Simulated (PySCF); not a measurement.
# C2H6F2O2Si2: electronic excitations

What electronic excitations should C2H6F2O2Si2 (`FC[C@@H]1O[Si@H](F)O[SiH2]1`) show?

The runs use PySCF 2.14.0, with density-fitted response routines of our own; the level of theory stands in each step. All values are computed, except where a source is named. Atoms count from 0, in the outputs and in this text.

**1. The molecule as given**

14 atoms, charge 0, multiplicity 1; geometry from: GFN2-xTB.

Bonds of the start (Å): F0–C1 1.37, C1–C2 1.52, C2–O3 1.42, O3–Si4 1.62, Si4–F5 1.60, Si4–O6 1.63, O6–Si7 1.63, Si7–C2 1.94, C1–H8 1.09, C1–H9 1.09, C2–H10 1.10, Si4–H11 1.44, Si7–H12 1.45, Si7–H13 1.45.

**2. TDDFT and polarisability: wB97X-D/def2-SVPD**

What the job is given:

```
{"job": {"kind": "uv", "xc": "wB97X-D", "basis": "def2-SVPD", "nstates": 8, "ntriplets": 3}, "charge": 0, "multiplicity": 1}
F     -2.470456    -0.983646     0.696426
C     -1.807346     0.192669     0.444658
C     -0.323798     0.012587     0.748393
O      0.348287     1.210388     0.379778
Si     1.601126     1.098050    -0.634944
F      1.279824     1.923811    -1.962080
O      1.608049    -0.491898    -1.000933
Si     0.498594    -1.430233    -0.254467
H     -2.266437     0.965475     1.069431
H     -1.956628     0.433517    -0.612253
H     -0.203230    -0.106496     1.831689
H      2.865836     1.494852    -0.082471
H      1.206563    -2.344379     0.628056
H     -0.381061    -1.975170    -1.273450
```

With the program's defaults for keys left out, this is: TDDFT wB97X-D/def2-SVPD, vertical, gas phase, core orbitals frozen in the response.

The run is started by

```
$ OMP_NUM_THREADS=1 python probes_run.py task.json out
```

The driver reads the jobs from task.json and runs them one after another.

Predict these results of the whole session: lowest singlet (wB97X-D/def2-SVPD); brightest single state of those computed; lowest triplet.

**Answer**, as computed:

| quantity | value |
| --- | --- |
| lowest singlet (wB97X-D/def2-SVPD) | 7.19 eV (172 nm), f = 0.018 |
| brightest single state of those computed | state 7, 8.72 eV, f = 0.020 |
| lowest triplet | 6.76 eV |

In words: The lowest singlet, at 7.19 eV, is HOMO→LUMO 0.93 and is weak; of the 8 states computed, the strongest absorption comes from state 7 at 8.72 eV. The lowest triplet lies 0.43 eV below the lowest singlet (triplets in Tamm-Dancoff, singlets in full TDDFT).
